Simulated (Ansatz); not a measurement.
# C₂H₄O₂Si: a ladder of functionals and wavefunction methods

One table from this session's results is given with a row withheld; the runs are named, their logs left out.

The runs use Ansatz 0.2.0, Gaussian basis; functionals in def2-TZVPP, the program's frozen cores in correlated methods.

Plan: LDA (SPW92), PBE-D4, revPBE-D4, BLYP-D4, r2SCAN-D4, B97M-V, PBE0-D4, B3LYP-D4, r2SCANh-D4, r2SCAN0-D4, HSE06-D4, BHLYP-D4, CAM-B3LYP-D4, LC-ωPBE, ωB97X-V, ωB97M-V, B2PLYP, PBE-QIDH; CCSD(T)/def2-SVP; CCSD(T)/def2-TZVPP; MP2/def2-QZVPP; extrapolation to the limit; RPA on PBE.

### The geometry

All runs share one geometry, relaxed beforehand with PBE0-D4 in a triple-zeta def2 set.

SMILES `C=C1O[SiH2]O1`, 9 atoms, charge 0, spin multiplicity 1.

Atoms are counted from 1 here; the program's logs count them from 0.

Bond lengths: C1–C2 1.319 Å, C1–H6 1.079 Å, C1–H7 1.079 Å, C2–O3 1.381 Å, C2–O5 1.381 Å, O3–Si4 1.676 Å, Si4–O5 1.676 Å, Si4–H8 1.478 Å, Si4–H9 1.478 Å. Angles: C2–C1–H6 119.7°, C2–C1–H7 119.7°, H6–C1–H7 120.6°, C1–C2–O3 128.1°, C1–C2–O5 128.1°, O3–C2–O5 103.9°, C2–O3–Si4 87.6°, O3–Si4–O5 80.9°, O3–Si4–H8 115.3°, O3–Si4–H9 115.3°, O5–Si4–H8 115.3°, O5–Si4–H9 115.3°, H8–Si4–H9 111.5°, C2–O5–Si4 87.6°.

As a file:

```
C     0.5273    1.3585   -1.1296
C     0.1573    0.3831   -0.3229
O    -0.5852    0.4736    0.8382
Si   -0.4400   -1.1905    0.9783
O     0.4217   -0.9673   -0.4421
H     0.2431    2.3748   -0.9045
H     1.1113    1.1326   -2.0084
H    -1.7011   -1.9496    0.8408
H     0.3541   -1.6615    2.1329
```

Set-up of the first run:

in.yaml

```yaml
crystal:
  periodic: [false, false, false]
  atoms:
    - {symbol: C, position_ang: [0.527269, 1.358452, -1.129590]}
    - {symbol: C, position_ang: [0.157266, 0.383060, -0.322927]}
    - {symbol: O, position_ang: [-0.585192, 0.473589, 0.838160]}
    - {symbol: Si, position_ang: [-0.439968, -1.190517, 0.978332]}
    - {symbol: O, position_ang: [0.421726, -0.967276, -0.442106]}
    - {symbol: H, position_ang: [0.243083, 2.374796, -0.904505]}
    - {symbol: H, position_ang: [1.111275, 1.132600, -2.008404]}
    - {symbol: H, position_ang: [-1.701058, -1.949586, 0.840824]}
    - {symbol: H, position_ang: [0.354099, -1.661519, 2.132915]}
basis:
  gaussian: {orbitals: def2-TZVPP}
hamiltonian: {xc: lda}
output: {orbitals: {seedname: orbitals}}
```

Among the steps run: LDA; PBE-D4 (GGA); revPBE-D4 (GGA); BLYP-D4 (GGA); r2SCAN-D4 (meta-GGA); B97M-V (meta-GGA); PBE0-D4 (hybrid); B3LYP-D4 (hybrid); r2SCANh-D4 (hybrid); r2SCAN0-D4 (hybrid); HSE06-D4 (hybrid); BHLYP-D4 (hybrid); CAM-B3LYP-D4 (range-separated); LC-ωPBE (range-separated); ωB97X-V (range-separated); ωB97M-V (range-separated); B2PLYP (double hybrid); PBE-QIDH (double hybrid).

One table of the session follows, with a row left open; its other results are not shown here.

It belongs to the step «Frontier levels by functional». 

| functional | HOMO (eV) | gap (eV) |
| --- | --- | --- |
| LDA (SPW92) | -5.64 | 3.54 |
| PBE-D4 | -5.45 | 3.61 |
| revPBE-D4 | -5.38 | 3.66 |
| BLYP-D4 | -5.31 | 3.60 |
| r2SCAN-D4 | -5.66 | 4.22 |
| B97M-V | -5.71 | 4.07 |
| PBE0-D4 | -6.64 | 5.72 |
| B3LYP-D4 | -6.43 | 5.27 |
| r2SCANh-D4 | -6.11 | 4.98 |
| r2SCAN0-D4 | -6.79 | 6.11 |
| HSE06-D4 | -6.24 | 4.94 |
| BHLYP-D4 | -7.71 | 7.68 |
| CAM-B3LYP-D4 | -7.99 | 8.08 |
| LC-ωPBE | ? | ? |
| ωB97X-V | -8.97 | 10.14 |
| ωB97M-V | -8.88 | 9.73 |

**Question.** Estimate the row for LC-ωPBE.

The run gave: HOMO (eV): -9.36; gap (eV): 10.68. In the column «HOMO (eV)» it is the lowest.
